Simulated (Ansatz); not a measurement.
The system is Ge2Sb2Te5.

```xyz
9
Lattice="6.8391 -3.0660 0.0000 6.8391 3.0660 0.0000 -6.8310 0.0000 6.8476" Properties=species:S:1:pos:R:3 pbc="T T T"
Te    5.4948    0.0000    2.6461
Te    9.5385    0.0000    1.3429
Te    0.0699    0.0000    0.0441
Te   -2.7069    0.0000    5.5452
Te    1.3918    0.0000    4.0888
Sb    8.3181    0.0000    4.0255
Sb   -1.3207    0.0000    2.8579
Ge    2.6055    0.0000    1.2862
Ge    6.7274    0.0000    0.0756
```

The cell comes from a database or a generator and needn't be the stable form of this composition.

Base run:

| Property | Result |
| --- | --- |
| Program | Ansatz 0.2.0 |
| Functional | PBE |
| Potentials or basis | Ansatz PAW |
| Cutoff | 420 eV |
| Density cutoff | 1680 eV |
| k mesh | 4 × 4 × 3 |
| Occupations | fermi-dirac, width 0.05 eV |
| Spin | no spin polarisation |

Its results: band gap on the k mesh 0.06 eV, direct; pressure -0.1 GPa; largest force 0.158 eV/Å.

**Question.** After a change of settings the same cell gave: band gap on the k mesh 0.07 eV, direct; pressure -3.5 GPa; largest force 0.199 eV/Å. Which change was it?
A. functional from PBE to r2SCAN; cutoff from 420 eV to 500 eV; density cutoff from 1680 eV to 2000 eV; k mesh from 4 × 4 × 3 to 5 × 5 × 4
B. functional from PBE to LDA
C. functional from PBE to PBEsol; k mesh from 4 × 4 × 3 to 5 × 5 × 4

**Answer.** B.

LDA binds more tightly than PBE, so the same cell stands under less pressure.

Caveats: spin-orbit coupling is left out, which moves the levels of the heavy elements; the PAW data sets come from PBE, with cores solved anew for the run's functional, which leaves a small shift of forces and pressure (some runs).

Not every run made on this cell is shown here.
